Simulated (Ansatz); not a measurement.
**TiN (sextet): from Hartree-Fock to the top rungs, def2-QZVPP**

One table from this session's results is given with a row withheld; the runs are named, their logs left out.

Computed with Ansatz 0.2.0, Gaussian basis. Level: def2-QZVPP, core rule «outside noble gas», up to 10 orbitals frozen.

Plan: UHF; ROHF; CCSD(T) on UHF.

**The geometry**

The geometry is a PBE0/def2-TZVP stationary point (not a proven minimum) of the parent state, kept for this charge and spin.

2 atoms, charge 0, spin multiplicity 6.

Atoms are counted from 1 here; the program's logs count them from 0.

Bond lengths: Ti1–N2 1.646 Å.

The first run:

in.yaml reads:

```yaml
crystal:
  periodic: [false, false, false]
  atoms:
    - {symbol: Ti, position_ang: [0.000000, 0.000000, 0.000000]}
    - {symbol: N, position_ang: [0.000000, 0.000000, 1.646400]}
basis:
  gaussian: {orbitals: "def2-QZVPP.json"}
magnetization: {spin_polarized: true, initial_magnetization: 5}
hamiltonian: {xc: hf}
output: {orbitals: {seedname: orbitals}}
```

Command:

```sh
> ansatz run in.yaml --threads 1 --pin off --events-out ev --progress --plain --max-ram 3968MiB --backend cpu
```

Steps of the session up to this table: UHF; ROHF; CCSD(T) on UHF.

One of the session's tables, all rows but one given; the rest of the session is left out.

It belongs to the step «Misses and costs». 

```
  method  from UCCSD(T) (kcal/mol)
    ROHF                   +147.39
     UHF                   +141.02
    UMP2                         ?
   UCCSD                     +6.38
UCCSD(T)                         0
```

**Question.** Estimate the row for UMP2.

**Answer.** from UCCSD(T) (kcal/mol): +20.92. In the column «from UCCSD(T) (kcal/mol)» it lies between UCCSD (+6.38) and UHF (+141.02).
